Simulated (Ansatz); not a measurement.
# C₃H₉InOSi₂: small, medium and large basis sets

Aim: see how fast density functionals converge with the basis set for C₃H₉InOSi₂.

Method: one geometry, several basis sets; program: Ansatz 0.2.0, Gaussian basis.

Levels to be run: PBE0-D4/def2-SVP; ωB97M-V/def2-SVP; PBE0-D4/def2-QZVPP; ωB97M-V/def2-QZVPP; the functionals' def2-TZVPP values are taken from earlier runs.

**1. The geometry**

The geometry comes from an earlier relaxation with PBE0-D4/def2-TZVP; it is a stationary point, not always the lowest conformer. In takes the def2 core potential; no spin-orbit term is included.

16 atoms, charge 0, spin multiplicity 1.

Atoms are counted from 1 here; the program's logs count them from 0.

Bond lengths: C1–C2 1.206 Å, C1–H8 1.064 Å, C2–C3 1.432 Å, C3–Si4 1.884 Å, C3–In5 2.258 Å, C3–O6 1.447 Å, Si4–H9 1.486 Å, Si4–H10 1.490 Å, Si4–H11 1.486 Å, In5–H12 1.718 Å, In5–H13 1.723 Å, O6–Si7 1.638 Å, Si7–H14 1.479 Å, Si7–H15 1.521 Å, Si7–H16 1.481 Å. Angles: C2–C1–H8 180.0°, C1–C2–C3 178.6°, C2–C3–Si4 111.5°, C2–C3–In5 107.9°, C2–C3–O6 112.8°, Si4–C3–In5 108.2°, Si4–C3–O6 108.4°, In5–C3–O6 108.0°, C3–Si4–H9 108.9°, C3–Si4–H10 107.1°, C3–Si4–H11 112.2°, H9–Si4–H10 109.0°, H9–Si4–H11 109.9°, H10–Si4–H11 109.6°, C3–In5–H12 118.1°, C3–In5–H13 114.6°, H12–In5–H13 127.0°, C3–O6–Si7 117.4° and more.

**2. PBE0-D4 in def2-SVP**

in.yaml reads:

```yaml
crystal:
  periodic: [false, false, false]
  atoms:
    - {symbol: C, position_ang: [2.514300, 0.793598, 0.549350]}
    - {symbol: C, position_ang: [1.473556, 0.274689, 0.228675]}
    - {symbol: C, position_ang: [0.237846, -0.322735, -0.180423]}
    - {symbol: Si, position_ang: [0.517367, -1.681437, -1.455313]}
    - {symbol: In, position_ang: [-1.028700, 1.285826, -1.132130]}
    - {symbol: O, position_ang: [-0.507967, -0.882302, 0.926462]}
    - {symbol: Si, position_ang: [-1.192588, 0.168051, 1.980352]}
    - {symbol: H, position_ang: [3.431887, 1.251843, 0.832012]}
    - {symbol: H, position_ang: [-0.793206, -2.280863, -1.815951]}
    - {symbol: H, position_ang: [1.103426, -1.035487, -2.662801]}
    - {symbol: H, position_ang: [1.437149, -2.737499, -0.957913]}
    - {symbol: H, position_ang: [-0.364237, 2.863616, -1.269830]}
    - {symbol: H, position_ang: [-2.522789, 0.728075, -1.785486]}
    - {symbol: H, position_ang: [-2.297649, -0.517884, 2.683544]}
    - {symbol: H, position_ang: [-1.756106, 1.292062, 1.125094]}
    - {symbol: H, position_ang: [-0.252268, 0.800437, 2.934369]}
basis:
  gaussian: {orbitals: def2-SVP}
hamiltonian: {xc: pbe0, dispersion: d4}
output: {orbitals: {seedname: orbitals}}
```

Started as:

```sh
$ ansatz run in.yaml --threads 2 --pin off --events-out ev --progress --plain --max-ram 22528MiB --backend cpu
```

After this run come: ωB97M-V in def2-SVP; PBE0-D4 in def2-QZVPP; ωB97M-V in def2-QZVPP.

Before running them: what should the planned runs give, taken together? Wanted: PBE0-D4: double and triple zeta above quadruple; ωB97M-V: double and triple zeta above quadruple.

As calculated:

```
                                       quantity           value
PBE0-D4: double and triple zeta above quadruple  12.74, 0.88 eV
ωB97M-V: double and triple zeta above quadruple  12.95, 0.82 eV
```

PBE0-D4 gains 11.85 eV from double to triple zeta, then 0.88 eV more. Total energies overstate the basis error of differences, where much of it tends to cancel.
